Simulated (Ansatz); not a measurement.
**CBF₂ radical: an energy map over bond length C2–F3 and angle F3–C2–F4**

A grid of calculations on CBF2, SMILES [B]=C(F)F, spin multiplicity 2, to see where the energy is lowest and how it rises around there.

The runs use Ansatz 0.2.0; UKS PBE-D4/def2-SVP.

## Step 1: Where the work starts

SMILES `[B]=C(F)F`, 4 atoms, charge 0, spin multiplicity 2.

Atoms are counted from 1 here; the program's logs count them from 0.

Bond lengths: B1–C2 1.528 Å, C2–F3 1.323 Å, C2–F4 1.323 Å. Angles: B1–C2–F3 122.3°, B1–C2–F4 122.3°, F3–C2–F4 112.0°.

Coordinates:

```
B    -0.8311    0.3543    1.2020
C     0.0825    0.0774    0.0086
F     0.9611   -0.9122    0.0060
F    -0.2125    0.4805   -1.2167
```

## Step 3: Setting up the map

- bond length C2–F3: 9 values from 1.138 to 1.852 Å
- angle F3–C2–F4: 9 values from 86.8 to 136.8 °

Nothing else is relaxed (all other coordinates rigid). Energies count from the relaxed molecule at the same level.

(The set-up runs are not shown.)

## Step 4: Grid point bond length C2–F3 = 1.316 Å, angle F3–C2–F4 = 111.8°

Input file input.yaml:

```yaml
crystal:
  periodic: [false, false, false]
  atoms:
    - { symbol: B, position_ang: [-0.831724, 0.354495, 1.20265] }
    - { symbol: C, position_ang: [0.082525, 0.077842, 0.009279] }
    - { symbol: F, position_ang: [0.956033, -0.906445, 0.004966] }
    - { symbol: F, position_ang: [-0.211365, 0.47919, -1.216405] }
magnetization:
  spin_polarized: true
  initial_magnetization: 1
basis:
  gaussian: { orbitals: def2-SVP }
hamiltonian:
  xc: pbe
  dispersion: d4
output:
  forces: true
```

Run with:

```console
$ ansatz run input.yaml --threads 1 --pin off --max-ram 2560MiB --backend cpu --events-out ev --progress --plain --runs-dir out
```

The session goes on with these runs: the other points that were computed.

Before running it: what results should come out? Wanted: lowest point; highest computed point; dipole moment.

The runs gave:

```
               quantity                                                                                                                                                  value
           lowest point                                                                                   bond length C2–F3 = 1.316 Å, angle F3–C2–F4 = 111.8°, 0.023 kcal/mol
 highest computed point                                                                    bond length C2–F3 = 1.138 Å, angle F3–C2–F4 = 86.8°, 72.3 kcal/mol above the lowest
      dipole moment (D)  0.68 at bond length C2–F3 = 1.495 Å, angle F3–C2–F4 = 86.8° to 3.16 at bond length C2–F3 = 1.138 Å, angle F3–C2–F4 = 136.8°; 1.48 at the lowest point
time for the whole task                                                                                                                        19 min on 1 thread, shared host
```

The lowest computed point is at bond length C2–F3 = 1.316 Å, angle F3–C2–F4 = 111.8°, 0.023 kcal/mol from the relaxed molecule at the same level. The grid is coarse, so the lowest point of the scanned range may lie between grid points; coordinates that were held can hide deeper minima. The grid shows no other well, apart from its symmetry copies. The highest computed point, bond length C2–F3 = 1.138 Å, angle F3–C2–F4 = 86.8°, lies 72.3 kcal/mol above the lowest. Round the minimum the two coordinates are nearly uncoupled.
